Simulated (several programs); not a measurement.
## Many methods on one cell: C (lonsdaleite)

C, lonsdaleite, relaxed with r2SCAN in Ansatz, was computed with several methods. It is hexagonal, P6_3/mmc (No. 194); a = 2.503 Å, c = 4.169 Å in the conventional setting, 5.66 Å³ an atom. C is surrounded by 4 C at 1.54–1.56 Å. No spin polarisation and no zero-point or thermal motion.

Space group P6_3/mmc (No. 194). a = 2.503 Å, b = 2.503 Å, c = 4.169 Å, α = 90.00°, β = 90.00°, γ = 120.00°

| atom | site | symmetry | x | y | z |
| --- | --- | --- | --- | --- | --- |
| C | 4f | 3m. | 0.3333 | 0.6667 | 0.5627 |

Gaps and times are for a single point on this cell; volume and bulk modulus come from each method's own relaxation or energy curve at fixed shape, which is too stiff where a cell has free coordinates or axes. Times are rough, from shared hosts (Arm Neoverse N1; Arm Neoverse V1), and each method has its own mesh and cell size. A double dagger marks a value from a curve with shape and coordinates held. PM6 (MOPAC), PM7 (MOPAC), GFN1-xTB (tblite), GFN2-xTB (tblite) treat a cluster of cells at its zone centre, which samples few k points: where these miss a band edge, the gap comes out too large for that reason alone. Gaps from k meshes are read at a limited set of points (mesh, symmetry points, PBE's band edges), so each method's own least gap may be somewhat smaller. Force fields have no electrons; where one was fitted to this phase, its volume and modulus reflect the fit. xTB and the PM methods were fitted mostly to molecules, and can miss a solid's gap by electronvolts. Minimal bases can be far off for gaps. Times of the plane-wave ladder aren't listed, since it ran on unlike processors and cards. GLLB-SC's gap includes the derivative discontinuity. G0W0 is at finite bands, cutoff and mesh. d marks a direct gap, i an indirect one (no mark: not told apart), a dash a value that wasn't computed or didn't pass its checks.

| method | kind | gap (eV) | own volume (Å³/atom) | bulk modulus (GPa) | atoms computed | processor time |
| --- | --- | --- | --- | --- | --- | --- |
| PBEsol | semilocal | – | 5.63 | – | 4 | – |
| SiCGe.tersoff (LAMMPS) | force field | – | 5.67 | 426‡ | 4 | 0.12 s |
| BNC.tersoff (LAMMPS) | force field | – | 6.05 | 369‡ | 4 | 0.12 s |
| SiC_Erhart-Albe.tersoff (LAMMPS) | force field | – | 5.67 | 446‡ | 4 | 0.13 s |
| CH.rebo (LAMMPS) | force field | – | 5.67 | 442‡ | 4 | 0.14 s |
| light PBE (260 eV and a coarse mesh) | light plane-wave | 3.37 i | – | – | 4 | 0.46 s |
| PBE | semilocal | 3.32 i | 5.71 | 434‡ | 4 | – |
| LDA | semilocal | 3.12 i | 5.52 | – | 4 | – |
| GFN1-xTB (tblite) | tight binding | 5.78 | 5.59‡ | 529‡ | cluster | 3.6 s |
| r2SCAN | semilocal | 3.60 i | 5.66 | 451‡ | 4 | – |
| non-self-consistent DFTB (CP2K) | tight binding | 6.71 d | – | – | 4 | 5.2 s |
| PM7 (MOPAC) | semi-empirical | 9.79 | 5.69‡ | 711‡ | cluster | 8 s |
| PM6 (MOPAC) | semi-empirical | 9.96 | – | – | cluster | 8.4 s |
| PBE/SZV (CP2K) | small basis | 6.17 d | 5.78‡ | 479‡ | 4 | 9.7 s |
| G0W0@LDA (140 eV screening cutoff) | many-body | 4.37 | – | – | 4 | – |
| GLLB-SC (GPAW) | model potential | 4.60 | – | – | 4 | 21 s |
| GFN2-xTB (tblite) | tight binding | 5.69 | 5.57‡ | 539‡ | cluster | 26 s |
| G0W0@r2SCAN (140 eV screening cutoff) | many-body | 4.56 | – | – | 4 | – |
| PBE/DZVP (CP2K) | small basis | 3.47 i | 5.73‡ | 433‡ | 4 | 37 s |
| PBE/single zeta (GPAW) | small basis | 5.98 d | – | – | 4 | 42 s |
| PBE0 | hybrid | 5.13 i | – | – | 4 | – |
| Hartree-Fock | exact exchange | 11.50 i | – | – | 4 | – |
| HSE06 | hybrid | 4.38 i | 5.59 | – | 4 | – |
| r2SCAN0 | hybrid | 5.27 i | – | – | 4 | – |
| DDH-PBE0 | hybrid | 4.58 i | – | – | 4 | – |
| G0W0@PBE (220 eV screening cutoff) | many-body | 4.57 | – | – | 4 | – |

Against HSE06 (4.38 eV) and with closed or daggered gaps left aside, the nearest gap at the points sampled is that of G0W0@LDA (140 eV screening cutoff) (-0.01 eV) and the farthest that of Hartree-Fock (+7.12 eV). HSE06 is only a yardstick of convenience: for gaps this wide it usually falls short of measured ones, so a larger value can be the better one.

Volumes against r2SCAN's: PBEsol -0.5 %, SiCGe.tersoff (LAMMPS) +0.2 %, BNC.tersoff (LAMMPS) +7.0 %, SiC_Erhart-Albe.tersoff (LAMMPS) +0.2 %, CH.rebo (LAMMPS) +0.2 %, PBE +0.9 %, LDA -2.4 %, HSE06 -1.2 %.
